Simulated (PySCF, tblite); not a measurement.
# C6H4S2: excited states, first hyperpolarisability

Aim: compute the excited states, first hyperpolarisability of C6H4S2 (`c1cc2sccc2s1`).

Programs: tblite 0.8.0 and PySCF 2.14.0, with routines of our own; each step states its level. All values are computed. Atoms count from 0.

### Step 1. The starting structure

12 atoms, charge 0, multiplicity 1; geometry from: force field or distance geometry start.

### Step 2. Geometry optimisation with GFN2-xTB

The job: settings as JSON, then the geometry in Å.

```
{"job": {"kind": "relax", "xc": "GFN2-xTB", "basis": "xTB"}, "charge": 0, "multiplicity": 1}
C     -2.380300     0.074900     0.419000
C     -1.608800    -0.967200    -0.006800
C     -0.298500    -0.554900    -0.096700
S      1.266000    -1.456700    -0.620700
C      2.412100    -0.081500    -0.420600
C      1.553600     0.901700    -0.020400
C      0.273100     0.510000     0.086600
S     -1.220800     1.550700     0.628400
H     -3.425400     0.019700     0.580700
H     -1.942800    -1.961700    -0.205300
H      3.463400     0.044300    -0.572100
H      1.909600     1.919900     0.201800
```

Run with:

```bash
$ OMP_NUM_THREADS=1 python excited_run.py task.json out
```

The driver reads the jobs from task.json and runs them one after another.

Log:

```text
step      E/eV     max force
  0    -578.48736   11.002
  1    -579.87795    6.112
  2    -580.39444    2.117
  3    -580.70958    1.268
  4    -580.86975    1.326
  5    -581.01056    0.648
  6    -581.04206    0.445
  7    -581.05591    0.405
  8    -581.06407    0.283
  9    -581.06879    0.175
 10    -581.07084    0.134
 11    -581.07220    0.142
 12    -581.07334    0.123
 13    -581.07439    0.106
 14    -581.07506    0.076
 15    -581.07532    0.031
 16    -581.07538    0.024
 17    -581.07541    0.021
 18    -581.07543    0.017
 19    -581.07546    0.018
 20    -581.07549    0.018
 21    -581.07550    0.011
 22    -581.07551    0.006
```

It took 0.13 s on 1 thread of Arm Neoverse V2, shared host.

The steps of the relaxation:

| step | energy from step 0 (eV) | largest force (eV/Å) |
| --- | --- | --- |
| 0 | 0.0000 | 11.0016 |
| 1 | -1.3906 | 6.1122 |
| 2 | -1.9071 | 2.1173 |
| 3 | -2.2222 | 1.2677 |
| 4 | -2.3824 | 1.3261 |
| 5 | -2.5232 | 0.6476 |
| 6 | -2.5547 | 0.4453 |
| 7 | -2.5686 | 0.4051 |
| 8 | -2.5767 | 0.2830 |
| 9 | -2.5814 | 0.1749 |
| 10 | -2.5835 | 0.1337 |
| 11 | -2.5848 | 0.1421 |
| 12 | -2.5860 | 0.1228 |
| 13 | -2.5870 | 0.1061 |
| 14 | -2.5877 | 0.0762 |
| 15 | -2.5880 | 0.0306 |
| 16 | -2.5880 | 0.0236 |
| 17 | -2.5881 | 0.0206 |
| 18 | -2.5881 | 0.0166 |
| 19 | -2.5881 | 0.0184 |
| 20 | -2.5881 | 0.0177 |
| 21 | -2.5881 | 0.0112 |
| 22 | -2.5882 | 0.0057 |

Close pairs (by a distance rule), those that changed most:

| bond | before (Å) | after (Å) | change (Å) |
| --- | --- | --- | --- |
| C6–S7 | 1.900 | 1.728 | -0.172 |
| C2–C6 | 1.222 | 1.389 | +0.167 |
| C0–S7 | 1.888 | 1.733 | -0.156 |
| C2–S3 | 1.880 | 1.728 | -0.152 |
| S3–C4 | 1.801 | 1.733 | -0.069 |
| C5–C6 | 1.343 | 1.411 | +0.067 |
| C1–C2 | 1.377 | 1.411 | +0.034 |
| C5–H11 | 1.101 | 1.074 | -0.027 |

The end geometry stands in the next job.

### Step 3. Infrared spectrum with GFN2-xTB

The job: settings as JSON, then the geometry in Å.

```
{"job": {"kind": "ir", "xc": "GFN2-xTB", "basis": "xTB"}, "charge": 0, "multiplicity": 1}
C     -2.230605     0.071411     0.392432
C     -1.505713    -0.997953    -0.021896
C     -0.142799    -0.661607    -0.159574
S      1.288807    -1.506447    -0.630759
C      2.230964    -0.071194    -0.396587
C      1.505470     0.997780     0.017510
C      0.142530     0.661204     0.153981
S     -1.288318     1.506756     0.625655
H     -3.284507     0.117485     0.582785
H     -1.915448    -1.971263    -0.218405
H      3.285117    -0.117579    -0.585787
H      1.915701     1.970721     0.214618
```

Log:

```text
mode    cm-1     km/mol
  1     197.4      0.90
  2     209.2      0.16
  3     340.8      2.07
  4     402.3      0.00
  5     458.4      0.00
  6     480.7      0.41
  7     524.4      0.00
  8     587.7      0.00
  9     619.9      0.33
 10     731.7     27.15
 11     754.9      0.00
 12     772.4      0.00
 13     787.9     30.58
 14     821.4      0.00
 15     824.1      8.94
 16     845.4      0.00
 17     914.6     30.38
 18    1066.9      0.00
 19    1089.6      5.29
 20    1155.9      0.00
 21    1164.1     42.81
 22    1333.0      0.00
 23    1363.8     10.73
 24    1440.0      0.00
 25    1484.1     60.94
 26    1508.8      0.00
 27    3141.6      3.28
 28    3142.0      9.43
 29    3163.4     11.31
 30    3164.3      0.94
```

Wall time 0.35 s (1 thread of Arm Neoverse V2, shared host).

The strongest bands and the atoms that carry them (share of the mass-weighted mode):

| cm⁻¹ | km/mol | atoms |
| --- | --- | --- |
| 732 | 27.1 | H8 39 %, H10 38 % |
| 788 | 30.6 | C4 26 %, C0 26 %, S3 13 %, S7 13 % |
| 915 | 30.4 | C2 23 %, C6 23 % |
| 1164 | 42.8 | H11 23 %, H9 23 %, H10 12 %, H8 12 % |
| 1364 | 10.7 | C2 23 %, C6 23 %, C1 20 %, C5 20 % |
| 1484 | 60.9 | C1 25 %, C5 25 %, C0 22 %, C4 22 % |
| 3142 | 9.4 | H11 80 % |
| 3163 | 11.3 | H10 67 %, H8 19 % |

### Step 4. Excited states: TDA B3LYP/def2-SVPD

Settings changed since step 3:

```diff
@@ -1,2 +1,2 @@
-{"job": {"kind": "ir", "xc": "GFN2-xTB", "basis": "xTB"}, "charge": 0, "multiplicity": 1}
+{"job": {"kind": "states", "xc": "B3LYP", "basis": "def2-SVPD", "tda": true, "soc": true, "nstates": 5, "ntriplets": 5, "nquad": 4}, "charge": 0, "multiplicity": 1}
 C     -2.230605     0.071411     0.392432
```

With the program's defaults for keys left out, this is: TDA B3LYP/def2-SVPD excited states, vertical, gas phase, spin-orbit mean-field couplings.

Log:

```text
coarse grid: 12248 points
cycle   1  E = -1026.8852817809  dE =  1.621e+00  |g| = 3.649e-01  |ddm| = 8.342e+00
cycle   2  E = -1026.8448866082  dE =  4.040e-02  |g| = 5.251e-01  |ddm| = 2.212e+00
cycle   3  E = -1026.9200062518  dE = -7.512e-02  |g| = 9.334e-02  |ddm| = 1.541e+00
cycle   4  E = -1026.9219402576  dE = -1.934e-03  |g| = 4.514e-02  |ddm| = 3.123e-01
cycle   5  E = -1026.9224496338  dE = -5.094e-04  |g| = 1.218e-02  |ddm| = 1.039e-01
cycle   6  E = -1026.9224917042  dE = -4.207e-05  |g| = 2.411e-03  |ddm| = 3.240e-02
cycle   7  E = -1026.9224930068  dE = -1.303e-06  |g| = 6.976e-04  |ddm| = 6.070e-03
final grid: 112232 points
cycle   8  E = -1027.0422720940  dE = -3.535e-05  |g| = 4.286e-03  |ddm| = 2.761e-01
cycle   9  E = -1027.0422649701  dE =  7.124e-06  |g| = 6.599e-03  |ddm| = 2.097e-02
cycle  10  E = -1027.0422769477  dE = -1.198e-05  |g| = 8.450e-04  |ddm| = 1.780e-02
cycle  11  E = -1027.0422771236  dE = -1.758e-07  |g| = 3.173e-04  |ddm| = 2.411e-03
cycle  12  E = -1027.0422771500  dE = -2.644e-08  |g| = 7.882e-05  |ddm| = 8.460e-04
cycle  13  E = -1027.0422771517  dE = -1.710e-09  |g| = 1.998e-05  |ddm| = 2.057e-04
cycle  14  E = -1027.0422771518  dE = -8.572e-11  |g| = 6.835e-06  |ddm| = 5.668e-05
converged SCF energy = -1027.0422771518

Singlet excitations
state   eV       nm        f     d(h-e)  d(exc)  Lambda  PR(NTO)  |dmu|/D   mu/D   main configurations
  1   4.9887   248.5   0.25597   0.002   3.388   0.836   1.254    0.005    0.005   H->L 0.64, H-1->L 0.25
  2   5.1818   239.3   0.00000   0.008   3.903   0.426   1.013    0.023    0.023   H->L+1 0.98
  3   5.2497   236.2   0.17396   0.001   3.195   0.822   1.206    0.002    0.003   H-1->L 0.64, H->L 0.27
  4   5.3874   230.1   0.00020   0.007   3.819   0.419   1.018    0.020    0.021   H->L+2 0.98
  5   5.4791   226.3   0.00000   0.007   3.754   0.497   1.022                     H-1->L+1 0.97

Triplet excitations (Tamm-Dancoff)
state   eV     d(h-e)  d(exc)  Lambda  PR(NTO)   main configurations
  1   3.2913   0.000   2.985   0.861   1.080   H->L 0.90
  2   3.9662   0.001   3.131   0.834   1.033   H-1->L 0.93
  3   4.5312   0.000   2.651   0.806   1.639   H->L+3 0.71, H-2->L 0.21
  4   4.9989   0.008   3.734   0.427   1.040   H->L+1 0.94
  5   5.2245   0.010   3.556   0.493   1.045   H-1->L+1 0.92
S1 - T1 = 1.6974 eV

Spin-orbit couplings |<S|Hso|T>| (cm-1)
             T1       T2       T3       T4       T5
S0        0.013    0.035    0.061   77.138  112.216
S1        0.041    0.138    0.024    0.089    0.668
S2        0.091    0.024   20.776    0.670    0.691
S3        0.061    0.286    0.004    0.042    0.310
S4       31.570   10.110    0.052    0.011    0.013
S5        0.020    0.081    1.029    0.722    0.663
T1 sublevels (cm-1): 0.000 0.059 0.059   radiative rates (1/s): 0.102 0.00283 0.00203
```

Wall time 40 s (1 thread of Arm Neoverse V2, shared host); peak memory 0.74 GiB.

In short:

| quantity | value |
| --- | --- |
| S1 less T1 | 1.70 eV |

Orbitals, density, ELF and potential are computed afterwards from the orbital file.

Frontier orbitals at B3LYP/def2-SVPD, with the share of their density that lies nearest to each atom:

| orbital | energy (eV) | lies on |
| --- | --- | --- |
| HOMO | -6.17 | C0, C4 about 18 % each; C1, C2, C5 about 10 % each; C6 9 % |
| LUMO | -1.06 | C0, C4 about 17 % each; S3, S7 about 12 % each; C2, C6 about 9 % each |

ELF in a plane through or near 12 of the atoms.

Values, 10 rows by 14 columns:
```
0.00 0.00 0.00 0.00 0.00 0.00 0.00 0.00 0.00 0.00 0.00 0.00 0.00 0.00
0.00 0.00 0.00 0.00 0.00 0.00 0.00 0.26 0.61 0.35 0.01 0.00 0.00 0.00
0.00 0.00 0.00 0.37 0.98 0.59 0.01 0.63 0.75 0.75 0.03 0.00 0.00 0.00
0.00 0.00 0.00 0.44 1.00 0.85 0.35 0.78 0.51 0.68 0.20 0.72 0.02 0.00
0.00 0.00 0.01 0.02 0.52 0.57 0.50 0.37 0.36 0.36 0.95 1.00 0.47 0.00
0.00 0.00 0.93 0.99 0.43 0.56 0.32 0.30 0.61 0.89 0.35 0.39 0.02 0.00
0.00 0.00 0.92 0.98 0.57 0.70 0.70 0.46 0.75 0.72 0.57 0.01 0.00 0.00
0.00 0.00 0.02 0.02 0.23 0.14 0.17 0.21 0.13 1.00 0.98 0.04 0.00 0.00
0.00 0.00 0.00 0.00 0.25 0.84 0.79 0.11 0.00 0.30 0.09 0.00 0.00 0.00
0.00 0.00 0.00 0.00 0.00 0.13 0.11 0.00 0.00 0.00 0.00 0.00 0.00 0.00
```
The map spans 11.7 Å across and 8.7 Å up, centred on the molecule. Atoms in the plane (x, y in Å): C0 (2.2, 0.4), C1 (1.6, -0.8), C2 (0.2, -0.7), S3 (-1.1, -1.8), C4 (-2.2, -0.4), C5 (-1.6, 0.8), C6 (-0.2, 0.7), S7 (1.1, 1.8), H8 (3.3, 0.7), H9 (2.2, -1.7), H10 (-3.3, -0.7), H11 (-2.2, 1.7).

On the surface of density 0.002 e/bohr³ the electrostatic potential runs, from the 1st to the 99th percentile, from -0.50 V near S3 to 1.08 V near H8.

### Step 5. Excited states: TDDFT CAM-B3LYP/def2-SVPD

Settings changed since step 4:

```diff
@@ -1,2 +1,2 @@
-{"job": {"kind": "states", "xc": "B3LYP", "basis": "def2-SVPD", "tda": true, "soc": true, "nstates": 5, "ntriplets": 5, "nquad": 4}, "charge": 0, "multiplicity": 1}
+{"job": {"kind": "states", "xc": "CAM-B3LYP", "basis": "def2-SVPD", "tpa": true, "nstates": 6, "nquad": 5, "ntriplets": 0}, "charge": 0, "multiplicity": 1}
 C     -2.230605     0.071411     0.392432
```

Level: TDDFT CAM-B3LYP/def2-SVPD excited states, vertical, gas phase, two-photon moments by quadratic response.

Log:

```text
coarse grid: 12248 points
cycle   1  E = -1026.7476561004  dE =  1.952e+00  |g| = 2.593e-01  |ddm| = 7.673e+00
cycle   2  E = -1026.7654915871  dE = -1.784e-02  |g| = 1.626e-01  |ddm| = 1.332e+00
cycle   3  E = -1026.7711569237  dE = -5.665e-03  |g| = 6.431e-02  |ddm| = 4.539e-01
cycle   4  E = -1026.7721954621  dE = -1.039e-03  |g| = 2.185e-02  |ddm| = 1.971e-01
cycle   5  E = -1026.7723133678  dE = -1.179e-04  |g| = 8.254e-03  |ddm| = 6.884e-02
cycle   6  E = -1026.7723319015  dE = -1.853e-05  |g| = 8.008e-04  |ddm| = 2.461e-02
cycle   7  E = -1026.7723323460  dE = -4.444e-07  |g| = 3.433e-04  |ddm| = 3.906e-03
final grid: 112232 points
cycle   8  E = -1026.8941726061  dE = -2.771e-05  |g| = 2.613e-03  |ddm| = 1.795e-01
cycle   9  E = -1026.8941725383  dE =  6.782e-08  |g| = 2.772e-03  |ddm| = 1.306e-02
cycle  10  E = -1026.8941745641  dE = -2.026e-06  |g| = 3.160e-04  |ddm| = 9.350e-03
cycle  11  E = -1026.8941745829  dE = -1.884e-08  |g| = 2.011e-04  |ddm| = 1.097e-03
cycle  12  E = -1026.8941745930  dE = -1.008e-08  |g| = 5.125e-05  |ddm| = 6.300e-04
cycle  13  E = -1026.8941745937  dE = -7.276e-10  |g| = 7.671e-06  |ddm| = 1.295e-04
converged SCF energy = -1026.8941745937

Singlet excitations
state   eV       nm        f     d(h-e)  d(exc)  Lambda  PR(NTO)  |dmu|/D   mu/D   delta(TPA)   sigma/GM   main configurations
  1   5.0129   247.3   0.26227   0.001   3.127   0.829   1.225    0.002    0.003        0.00      0.000   H->L 0.95
  2   5.2385   236.7   0.09886   0.001   3.114   0.800   1.290    0.002    0.003        0.00      0.000   H-1->L 0.93
  3   5.6335   220.1   0.00000   0.008   3.614   0.385   1.123    0.024    0.023        0.65      0.008   H->L+1 0.71, H-1->L+1 0.10
  4   5.8017   213.7   0.00025   0.006   3.583   0.378   1.153    0.019    0.020        0.00      0.000   H->L+2 0.70
  5   5.8298   212.7   0.00000   0.005   3.543   0.419   1.070    0.016    0.015       22.15      0.276   H-1->L+1 0.69, H->L+1 0.13, H-1->L+7 0.10
  6   6.0753   204.1   0.00023   0.005   3.553   0.377   1.224                                            H-1->L+2 0.62, H->L+2 0.15, H-1->L+3 0.10
```

Wall time 51 s (1 thread of Arm Neoverse V2, shared host); peak memory 0.83 GiB.

### Step 6. First hyperpolarisability: quadratic response wB97X-D/def2-SVPD

Settings changed since step 5:

```diff
@@ -1,2 +1,2 @@
-{"job": {"kind": "states", "xc": "CAM-B3LYP", "basis": "def2-SVPD", "tpa": true, "nstates": 6, "nquad": 5, "ntriplets": 0}, "charge": 0, "multiplicity": 1}
+{"job": {"kind": "beta", "xc": "wB97X-D", "basis": "def2-SVPD", "wavelengths": [1064, 800]}, "charge": 0, "multiplicity": 1}
 C     -2.230605     0.071411     0.392432
```

With the program's defaults for keys left out, this is: quadratic response wB97X-D/def2-SVPD first hyperpolarisability, Taylor convention, gas phase.

Log:

```text
coarse grid: 12248 points
cycle   1  E = -1026.7799303726  dE =  2.032e+00  |g| = 2.596e-01  |ddm| = 7.742e+00
cycle   2  E = -1026.8023643848  dE = -2.243e-02  |g| = 1.298e-01  |ddm| = 1.292e+00
cycle   3  E = -1026.8059640628  dE = -3.600e-03  |g| = 5.363e-02  |ddm| = 3.895e-01
cycle   4  E = -1026.8067483967  dE = -7.843e-04  |g| = 1.241e-02  |ddm| = 1.429e-01
cycle   5  E = -1026.8067896712  dE = -4.127e-05  |g| = 6.348e-03  |ddm| = 4.715e-02
cycle   6  E = -1026.8068008544  dE = -1.118e-05  |g| = 1.098e-03  |ddm| = 2.302e-02
cycle   7  E = -1026.8068015522  dE = -6.979e-07  |g| = 3.655e-04  |ddm| = 5.408e-03
final grid: 112232 points
cycle   8  E = -1026.9190774302  dE = -8.617e-05  |g| = 5.598e-03  |ddm| = 3.151e-01
cycle   9  E = -1026.9190797890  dE = -2.359e-06  |g| = 4.798e-03  |ddm| = 3.269e-02
cycle  10  E = -1026.9190855477  dE = -5.759e-06  |g| = 6.831e-04  |ddm| = 1.607e-02
cycle  11  E = -1026.9190856787  dE = -1.310e-07  |g| = 3.540e-04  |ddm| = 2.402e-03
cycle  12  E = -1026.9190857144  dE = -3.566e-08  |g| = 1.147e-04  |ddm| = 2.052e-03
cycle  13  E = -1026.9190857192  dE = -4.811e-09  |g| = 2.671e-05  |ddm| = 5.146e-04
cycle  14  E = -1026.9190857196  dE = -4.507e-10  |g| = 8.991e-06  |ddm| = 1.403e-04
converged SCF energy = -1026.9190857196

Lowest singlets (eV, f): 5.0298 0.2640  5.2610 0.0975  5.7309 0.0000

First hyperpolarisability (au)
process     nm      |vector|   parallel      HRS      DR
static         -        0.13       None       0.06   3.291
shg       1064.0        0.13       None       0.07   2.889
eope      1064.0        0.13       None          -       -
shg        800.0        0.13       None       0.08   2.503
eope       800.0        0.13       None          -       -
```

Run time: 46 s. Hardware: 1 thread of Arm Neoverse V2, shared host; peak memory 0.74 GiB.

### Step 7. Summary of results

```
                                               quantity                                         value
              strongest single infrared mode (GFN2-xTB)                          1484 cm⁻¹, 61 km/mol
                           zero-point energy (GFN2-xTB)                                 49.3 kcal/mol
               S1 less T1 (step 4, TDA B3LYP/def2-SVPD)                                       1.70 eV
                  surface potential, 1st and 99th percentile                            -0.50 V and 1.08 V
β vector (step 6, quadratic response wB97X-D/def2-SVPD)  static 0, SHG 1064.0 nm 0, SHG 800.0 nm 0 au
```

All 30 modes are real, so the xTB geometry is a minimum. The strongest single mode, at 1484 cm⁻¹, has its largest shares on C1, C5, C0 and C4 (the list is cut at 4 atoms). Unscaled tight-binding wavenumbers are off by several per cent, some by more. Its intensities can rank the bands wrongly. In step 4, the number of triplets below S1 is 3, and the largest singlet-triplet spin-orbit coupling is S0–T5, 112.22 cm⁻¹. By nearest atom (B3LYP/def2-SVPD), the HOMO sits on C0, C4 about 18 % each; C1, C2, C5 about 10 % each and the LUMO on C0, C4 about 17 % each; S3, S7 about 12 % each.
